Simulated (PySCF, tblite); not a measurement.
# C6H8OSSi: geometry, infrared bands and NMR shifts

Aim: predict the infrared bands and NMR shifts of C6H8OSSi (`c1csc([C@@H]2OC[SiH2]2)c1`).

The runs use tblite 0.8.0 and PySCF 2.14.0, with density-fitted response routines of our own; the level of theory stands in each step. All values are computed, except where a source is named. Atoms are numbered from 0 throughout.

## Step 1: The starting structure

17 atoms, charge 0, multiplicity 1; geometry from: force field or distance geometry start.

Bonds of the start (Å): C0–C1 1.37, C1–S2 1.64, S2–C3 1.84, C3–C4 1.49, C4–O5 1.41, O5–C6 1.39, C6–Si7 1.87, C3–C8 1.37, C8–C0 1.35, Si7–C4 1.82, C0–H9 1.10, C1–H10 1.10, C4–H11 1.12, C6–H12 1.11, C6–H13 1.12, Si7–H14 1.47, Si7–H15 1.47, C8–H16 1.12.

## Step 2: Relaxing the molecule with GFN2-xTB

What the job is given:

```
{"job": {"kind": "relax", "xc": "GFN2-xTB", "basis": "xTB"}, "charge": 0, "multiplicity": 1}
C      2.658000    -0.040300     0.668700
C      3.162100    -0.129100    -0.604100
S      1.958300    -0.058300    -1.720700
C      0.644200     0.127100    -0.443200
C     -0.829700     0.257100    -0.584200
O     -1.310700     1.277600     0.254400
C     -2.565500     0.729900     0.520700
Si    -1.897000    -0.984800     0.215700
C      1.317400     0.093200     0.743800
H      3.303700    -0.071300     1.561800
H      4.237700    -0.249000    -0.825000
H     -1.145400     0.434500    -1.645500
H     -2.844500     0.883400     1.587400
H     -3.351900     0.994500    -0.226600
H     -2.704600    -1.784400    -0.710700
H     -1.417100    -1.655200     1.429200
H      0.777900     0.187100     1.716700
```

Run with:

```
> OMP_NUM_THREADS=1 python probes_run.py task.json out
```

This one command runs all jobs of the session in turn.

**Question.** This job is followed by: GFN2-xTB harmonic vibrations, gas phase; GIAO PBE0/pcSseg-1 NMR shielding, non-relativistic, gas phase. Predict these results of the whole session: strongest single infrared mode (GFN2-xTB); zero-point energy (GFN2-xTB); 13C shifts against TMS (PBE0/pcSseg-1); 1H shifts against TMS (PBE0/pcSseg-1); 33S shifts against CS2 (PBE0/pcSseg-1); 17O shifts against H2O (PBE0/pcSseg-1); 29Si shifts against TMS (PBE0/pcSseg-1); surface potential, 1st and 99th percentile.

The runs gave:

```
                                 quantity                                               value
strongest single infrared mode (GFN2-xTB)                               2308 cm⁻¹, 381 km/mol
             zero-point energy (GFN2-xTB)                                       74.4 kcal/mol
   13C shifts against TMS (PBE0/pcSseg-1)          159.1, 131.6, 130.7, 124.3, 80.1, 63.2 ppm
    1H shifts against TMS (PBE0/pcSseg-1)  7.34, 7.13, 7.04, 5.91, 5.37, 4.95, 4.74, 4.67 ppm
   33S shifts against CS2 (PBE0/pcSseg-1)                                             197 ppm
   17O shifts against H2O (PBE0/pcSseg-1)                                            50.6 ppm
  29Si shifts against TMS (PBE0/pcSseg-1)                                           -16.6 ppm
    surface potential, 1st and 99th percentile                                  -1.57 V and 1.45 V
```

**Reading.** Relaxing lowered the energy by 0.926 eV in 133 steps; the close pair that moved most is C4–Si7, from 1.822 to 1.941 Å. All 45 modes are real, so the xTB geometry is a minimum. The strongest single mode, at 2308 cm⁻¹, moves mainly H15. GFN2-xTB is a fitted tight-binding method: band positions and strengths are rough. Its intensities can rank the bands wrongly. At PBE0/pcSseg-1: Shielding is most anisotropic at S2 (span 229 ppm, paramagnetic term -751 ppm). NICS(1)zz of -24 ppm above the planar ring from C0 marks a diatropic (aromatic) ring current. By nearest atom (PBE0/pcSseg-1), the HOMO sits on C1, C3 about 24 % each; C8 12 % and the LUMO on Si7 17 %; C1, C3 about 12 % each.
